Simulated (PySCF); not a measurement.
**DyF: from the state search to spectroscopic constants**

The task here is to estimate one member of a computed series from the others.

The runs use PySCF 2.14.0; Dy x2c-TZVPall, F x2c-TZVPall, spin-free X2C with a Gaussian nucleus.

The first run:

Settings of the job:

```json
{
 "atoms": "Dy, F",
 "charge": "0",
 "basis": "Dy x2c-TZVPall, F x2c-TZVPall",
 "Hamiltonian": "spin-free X2C with a Gaussian nucleus",
 "basis functions": "135",
 "electrons treated": "75",
 "masses in u": "163.9292, 18.9984",
 "levels": "PBE0, PBE, r²SCAN, PBEsol, B97-3, CAM-B3LYP, HF, MP2, SCS-MP2",
 "grid": "80 radial by 434 angular points",
 "occupations": "held fixed by the projection of orbital angular momentum",
 "dissociation limit": "Dy + F, each in its ground configuration",
 "starting distance in angstrom": "2.115",
 "values of 2S to try": "3, 5, 7"
}
```

On the command line:

```
> OMP_NUM_THREADS=4 python dia.py task.json out
```

Among the steps run: The job; The PBE0 curve of the state that the search chose; Excited determinants; PBE (GGA); r²SCAN (meta-GGA); PBEsol (GGA); B97-3 (global hybrid GGA); CAM-B3LYP (range-separated hybrid); ROHF (mean field).

One of the session's tables, all rows but one given; the rest of the session is left out.

```
       level  Re (Å)  ωe (cm⁻¹)  De (eV)
        ROHF   1.967        608     7.12
    ROHF-MP2   1.927        643     6.08
ROHF-SCS-MP2   1.938        632     6.02
      r²SCAN       ?          ?        ?
        PBE0   1.964        555     5.81
       B97-3   1.976        541     5.70
   CAM-B3LYP   1.981        549     5.90
```

Estimate the missing values for r²SCAN.

The run gave: Re (Å): 1.980; ωe (cm⁻¹): 556; De (eV): 6.28. In the column «Re (Å)» it lies between B97-3 (1.976) and CAM-B3LYP (1.981).

De is counted to Dy + F in their ground configurations.

To keep in mind: The state is the lowest single determinant that the PBE0 search found; with open d or f shells the true ground state can be another one.
